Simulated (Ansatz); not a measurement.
**SiF2 + H2: a complex and its separated parts**

The complex below is one end of an elementary step. How strongly is it bound against its free parts?

The runs use Ansatz 0.2.0, Gaussian basis; PBE0-D4/def2-TZVP structures, single points in def2-TZVPP, no counterpoise correction.

Levels: SPW92, PBE-D4, BLYP-D4, r2SCAN-D4, B97M-V, PBE0-D4, B3LYP-D4, r2SCAN0-D4, BHLYP-D4, CAM-B3LYP-D4, wB97X-V, wB97M-V, B2PLYP, PBE-QIDH, RPA on PBE, Hartree-Fock, MP2, CCSD, CCSD(T).

Correlated methods freeze the cores. B3LYP uses VWN-RPA correlation. B2PLYP carries no dispersion term here.

56 further runs of the same task are left out: 56 set aside as unsound or not needed.

## 1. Starting geometry

The complex: 5 atoms, charge 0, spin multiplicity 1.

Atoms are counted from 1 here; the program's logs count them from 0.

Bond lengths: Si1–F4 1.602 Å, Si1–F5 1.602 Å, H2–H3 0.747 Å. Angles: F4–Si1–F5 100.5°.

Geometry (Å):

```mol
F2H2Si
  3D, bonds by distance, orders not assigned

  5  3  0  0  0  0  0  0  0  0999 V2000
   -0.8453   -0.2842    1.1402 Si  0  0
    1.1593   -0.1596   -1.3838 H   0  0
    1.2779   -0.8900   -1.2810 H   0  0
   -1.7330    0.4141    0.0039 F   0  0
    0.1410    0.9197    1.5208 F   0  0
  1  4  8  0
  1  5  8  0
  2  3  8  0
M  END
```

Its parts: SiF2 holds atoms 1, 4, 5; H2 holds atoms 2, 3. Each part counts its atoms afresh in its own runs.

## 2. Relaxing SiF2 alone

Input file relax-a/in.yaml:

```yaml
crystal:
  periodic: [false, false, false]
  atoms:
    - {symbol: Si, position_ang: [-0.845258, -0.284205, 1.140221]}
    - {symbol: F, position_ang: [-1.732988, 0.414067, 0.003860]}
    - {symbol: F, position_ang: [0.141006, 0.919689, 1.520839]}
basis:
  gaussian: {orbitals: def2-TZVP}
hamiltonian: {xc: pbe0, dispersion: d4}
relax: {f_tol: 0.005, max_steps: 200}
```

The run is started by

```sh
ansatz run in.yaml --threads 2 --pin off --events-out ev --progress --plain --max-ram 4352MiB
```

After this run come: Relaxing H2 alone; SPW92/def2-TZVPP; PBE-D4/def2-TZVPP; BLYP-D4/def2-TZVPP; r2SCAN-D4/def2-TZVPP; B97M-V/def2-TZVPP; PBE0-D4/def2-TZVPP; B3LYP-D4/def2-TZVPP; r2SCAN0-D4/def2-TZVPP; BHLYP-D4/def2-TZVPP; CAM-B3LYP-D4/def2-TZVPP; wB97X-V/def2-TZVPP; wB97M-V/def2-TZVPP; B2PLYP/def2-TZVPP; PBE-QIDH/def2-TZVPP; RPA on PBE/def2-TZVPP; CCSD(T)/def2-TZVPP; Vibrations of SiF2; Vibrations of H2.

What does the calculation give? Wanted: complex less parts, CCSD(T)/def2-TZVPP; with zero-point energy; largest T1 diagnostic.

As calculated:

| quantity | value |
| --- | --- |
| complex less parts, CCSD(T)/def2-TZVPP | -0.0123 eV |
| with zero-point energy | +0.0160 eV |
| largest T1 diagnostic | 0.015 |

**Reading.** At CCSD(T) the complex lies 0.0123 eV below its parts. PBE-QIDH is the best functional here (-0.0016 eV from CCSD(T)); SPW92 is the worst (-0.0446 eV). By rung, the mean size of the error is: LDA 0.0446, GGA 0.0124, meta-GGA 0.0094, hybrid 0.0127, range-separated hybrid 0.0117, double hybrid 0.0060 eV. PBE-D4 gives a relative energy 0.0214 eV too low, an error of 174 % of the reference. The complex's frequency run has imaginary modes: the structure is no minimum, so both the energy and the zero-point correction are in doubt. No counterpoise was applied, and triple zeta lacks some correlation, so the CCSD(T) reference has a basis error of its own, and close matches with it are partly luck. The restricted Hartree–Fock reference is unstable towards an unrestricted one at one or more of these structures.
